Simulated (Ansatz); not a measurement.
# ClCu: the cost of one run

Method: def2-TZVPP, core rule «outside noble gas», up to 14 orbitals frozen; program: Ansatz 0.2.0, Gaussian basis.

To be run: UHF; ROHF; CCSD(T) on UHF.

2 further runs of the same task are left out: 2 set aside as unsound or not needed.

### Step 1. What is computed

The geometry is a PBE0/def2-TZVP stationary point (not a proven minimum) of the parent state, kept for this charge and spin.

2 atoms, charge 1, spin multiplicity 2.

Atoms are counted from 1 here; the program's logs count them from 0.

Bond lengths: Cu1–Cl2 2.076 Å.

### Step 2. UHF

in.yaml reads:

```yaml
crystal:
  periodic: [false, false, false]
  atoms:
    - {symbol: Cu, position_ang: [0.000000, 0.000000, 0.000000]}
    - {symbol: Cl, position_ang: [0.000000, 0.000000, 2.075895]}
basis:
  gaussian: {orbitals: def2-TZVPP}
total_charge: 1
magnetization: {spin_polarized: true, initial_magnetization: 1}
hamiltonian: {xc: hf}
output: {orbitals: {seedname: orbitals}}
```

Started as:

```
$ ansatz run in.yaml --threads 1 --pin off --events-out ev --progress --plain --max-ram 2816MiB --backend cpu
```

Q: Estimate wall time and peak memory on 1 thread of AMD EPYC 7R13, shared host.

About 23 s, with a peak of 0.39 GiB.
